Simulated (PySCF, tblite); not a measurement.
# C₃H₈NOSi radical: geometry, infrared bands and EPR parameters

Wanted: the infrared bands and EPR parameters of C₃H₈NOSi radical (`[CH2]CC(=O)[SiH2]N`), by calculation.

Programs: tblite 0.8.0 and PySCF 2.14.0, with density-fitted response routines of our own. Each step states its level of theory. These are calculated values for one molecule in the gas phase, unless marked as measured. Atoms are numbered from 0 throughout.

## Step 1: The starting structure

14 atoms, charge 0, multiplicity 2; geometry from: force field or distance geometry start.

Bonds of the start (Å): C0–C1 1.52, C1–C2 1.47, C2–O3 1.24, C2–Si4 1.85, Si4–N5 1.77, C0–H6 1.14, C0–H7 1.09, C1–H8 1.09, C1–H9 1.14, Si4–H10 1.46, Si4–H11 1.48, N5–H12 1.02, N5–H13 1.03.

## Step 2: Relaxing the molecule with GFN2-xTB

Job settings and geometry (Å):

```
{"job": {"kind": "relax", "xc": "GFN2-xTB", "basis": "xTB"}, "charge": 0, "multiplicity": 2}
C     -2.620900    -0.576400     0.233300
C     -1.410000     0.152400     0.795500
C     -0.239800    -0.020000    -0.077900
O     -0.291300    -0.647400    -1.144800
Si     1.394100     0.746400     0.348900
N      2.737000    -0.401900     0.183100
H     -3.173800     0.104500    -0.494500
H     -2.281200    -1.506200    -0.231700
H     -1.653000     1.175100     1.069700
H     -1.179200    -0.408900     1.764900
H      1.360600     1.340700     1.683400
H      1.584600     1.788500    -0.689200
H      2.507500    -1.291900    -0.249600
H      3.264700    -0.455400     1.066700
```

Launch:

```bash
$ OMP_NUM_THREADS=1 python probes_run.py task.json out
```

This one command runs all jobs of the session in turn.

**Question.** This job is followed by: GFN2-xTB harmonic vibrations, gas phase; UKS B3LYP, pcH-1 on C H N O Si, non-relativistic, mean-field spin-orbit, GIAO. What will the session give for the following? strongest single infrared mode (GFN2-xTB); zero-point energy (GFN2-xTB); g(iso) (B3LYP); ⟨S²⟩; largest a(iso) (averaged by class); potential on the surface of density 0.002 e/bohr³, 1st and 99th percentile.

**Answer**, as computed:

| quantity | value |
| --- | --- |
| strongest single infrared mode (GFN2-xTB) | 2194 cm⁻¹, 353 km/mol |
| zero-point energy (GFN2-xTB) | 62.8 kcal/mol |
| g(iso) (B3LYP) | 2.00260 |
| ⟨S²⟩ | 0.754 (exact 0.75) |
| largest a(iso) (averaged by class) | 13C on C0, 113.1 MHz |
| potential on the surface of density 0.002 e/bohr³, 1st and 99th percentile | -1.53 V and 1.66 V |

**Reading.** Over 126 steps the energy fell by 0.748 eV; of the close pairs, C1–C2 changed most, 1.470 to 1.548 Å. All 36 modes are real, so the xTB geometry is a minimum. The strongest single mode, at 2194 cm⁻¹, moves mainly H11. GFN2-xTB is a fitted tight-binding method: band positions and strengths are rough. Its intensities can rank the bands wrongly. Most of the unpaired spin sits on C0 (1.07 e). The isotropic g lies 0.3 ppt above the free-electron value. The conformer search (at its own cheap level) found a structure 8.0 kcal/mol lower, so these spectra needn't be the molecule's.
